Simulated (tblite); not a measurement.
# C6H11FGeO2: the cost of one run

The runs use tblite 0.8.0 and PySCF 2.14.0, with density-fitted response routines of our own; the level of theory stands in each step. All values are computed, except where a source is named. Atoms are numbered from 0 throughout.

### Step 1. The starting structure

21 atoms, charge 0, multiplicity 1; geometry from: force field or distance geometry start.

Bonds of the start (Å): C0–Ge1 1.96, Ge1–O2 1.81, O2–C3 1.41, C3–C4 1.33, C4–O5 1.40, O5–C6 1.42, C6–C7 1.52, C7–C8 1.54, C8–F9 1.39, C8–C3 1.52, C0–H10 1.10, C0–H11 1.10, C0–H12 1.12, Ge1–H13 1.56, Ge1–H14 1.54, C4–H15 1.08, C6–H16 1.12, C6–H17 1.11, C7–H18 1.12, C7–H19 1.11, C8–H20 1.10.

### Step 2. Geometry optimisation with GFN2-xTB

The job: settings as JSON, then the geometry in Å.

```
{"job": {"kind": "relax", "xc": "GFN2-xTB", "basis": "xTB"}, "charge": 0, "multiplicity": 1}
C      4.074600    -0.457800    -0.010500
Ge     2.168500    -0.892500    -0.048400
O      1.206400     0.627400     0.107700
C     -0.202700     0.680100     0.151600
C     -0.787800     1.860500     0.359900
O     -2.184100     1.988000     0.435100
C     -3.042300     0.860700     0.522100
C     -2.492400    -0.274200    -0.332600
C     -1.039900    -0.588300     0.053700
F     -1.024500    -1.250800     1.271100
H      4.660900    -1.387100    -0.097700
H      4.297400     0.213700    -0.858800
H      4.306000     0.057100     0.954200
H      1.851300    -1.835000     1.149100
H      1.833700    -1.600500    -1.371500
H     -0.180100     2.755000     0.439100
H     -3.105800     0.530600     1.588500
H     -4.061000     1.137400     0.183200
H     -3.127200    -1.183600    -0.202000
H     -2.533800     0.026000    -1.400000
H     -0.625900    -1.249600    -0.719700
```

On the command line:

```console
$ OMP_NUM_THREADS=1 python probes_run.py task.json out
```

The driver reads the jobs from task.json and runs them one after another.

Q: Estimate the wall time of this first job on 1 thread of Arm Neoverse V1, shared host.

About 1.3 s.
